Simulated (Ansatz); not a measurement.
## CH6BN3, SMILES C=NB(N)N: a geometry optimisation, step by step

With Ansatz 0.2.0 through its Python package.

The cells in order, each with its output:

**Cell 1**
```python
import itertools

import ansatz as az
from ase.data import atomic_numbers, covalent_radii
import numpy as np
import pandas as pd
```

**Cell 2**
```python
geometry_ang = [
    ("C", [1.9718, -0.4136, -0.0765]),
    ("N", [0.7863, -0.8087, -0.3788]),
    ("B", [-0.4596, 0.0156, -0.1195]),
    ("N", [-1.8165, -0.5222, -0.5525]),
    ("N", [-0.3664, 1.3845, 0.548]),
    ("H", [2.1544, 0.5521, 0.3874]),
    ("H", [2.8191, -1.0556, -0.2902]),
    ("H", [-1.7588, -0.7128, -1.578]),
    ("H", [-1.9486, -1.4422, -0.0757]),
    ("H", [-0.0496, 1.2242, 1.5305]),
    ("H", [-1.3321, 1.7787, 0.6054]),
]
geometry = az.Crystal.molecule()
for symbol, xyz in geometry_ang:
    geometry = geometry.atom(symbol, xyz)
```

**Cell 3**
```python
setup = geometry.calculation()
setup = setup.basis(gaussian="6-31G*").functional("b3lyp")
symbols = [site.symbol for site in geometry.cartesian_sites]
start = np.array([site.position_ang for site in geometry.cartesian_sites], dtype=float)
summary = setup.relax(force_tolerance=0.01).run().report
end = np.array(summary["positions_ang"])
```

**Cell 4**
```python
print(f"E = {summary['free_energy_ev']:.6f} eV = {summary['free_energy_ev'] / 27.211386246:.7f} Ha")
print("converged:", summary["converged"], " doubts:", summary["published_state_doubts"] or "none")
```
Output:
```text
E = -6283.165307 eV = -230.9020662 Ha
converged: True  doubts: none
```

**Cell 5**
```python
# pairs closer than 1.2 times the sum of covalent radii, before or after
radius = [covalent_radii[atomic_numbers[s]] for s in symbols]
span = lambda where, i, j: np.linalg.norm(where[i] - where[j])
bonded = [(i, j) for i, j in itertools.combinations(range(len(symbols)), 2) if min(span(start, i, j), span(end, i, j)) < 1.2 * (radius[i] + radius[j])]
print("pair        before    after (A)")
for i, j in bonded:
    print(f"{symbols[i]}{i}-{symbols[j]}{j}".ljust(10), f"{span(start, i, j):8.4f} {span(end, i, j):8.4f}")
```
Output:
```text
pair        before    after (A)
C0-N1        1.2857   1.2629
C0-H5        1.0868   1.1036
C0-H6        1.0843   1.0990
N1-B2        1.5162   1.4644
B2-N3        1.5225   1.4237
B2-N4        1.5258   1.4236
N3-H7        1.0447   1.0086
N3-H8        1.0446   1.0095
N4-H9        1.0447   1.0086
N4-H10       1.0446   1.0094
```

**Cell 6**
```python
charges = summary["charge_distribution"]
table = pd.DataFrame({"atom": symbols, "mulliken": charges["mulliken_charges_e"], "lowdin": charges["lowdin_charges_e"]})
print(table.round(3).to_string())
print("dipole (e A):", np.round(charges["dipole_moment_e_ang"], 4) + 0.0)
```
Output:
```text
   atom  mulliken  lowdin
0     C    -0.135  -0.118
1     N    -0.327   0.010
2     B     0.505  -0.483
3     N    -0.764  -0.273
4     N    -0.764  -0.273
5     H     0.122   0.095
6     H     0.128   0.093
7     H     0.314   0.240
8     H     0.303   0.234
9     H     0.314   0.240
10    H     0.303   0.234
dipole (e A): [-0.2198  0.1796 -0.068 ]
```

Notes:
- Total energies depend on the basis set; only differences at equal settings carry meaning.
- The end point is the stationary point reached from this start; no frequency run checks that it is a minimum, and the basis set is modest.
- The Löwdin charges here are taken after orthogonalising the functions within each atom; they differ from plain Löwdin charges, and their signs can be unphysical.
- b3lyp holds the VWN-RPA fit, as in Gaussian; the form of ORCA and Turbomole is b3lyp5.
- Hardware and time: 2.6 min on 1 thread of Intel(R) Xeon(R) Platinum 8259CL CPU @ 2.50GHz (Skylake/Cascade Lake), on a shared host, peak memory 0.3 GiB.
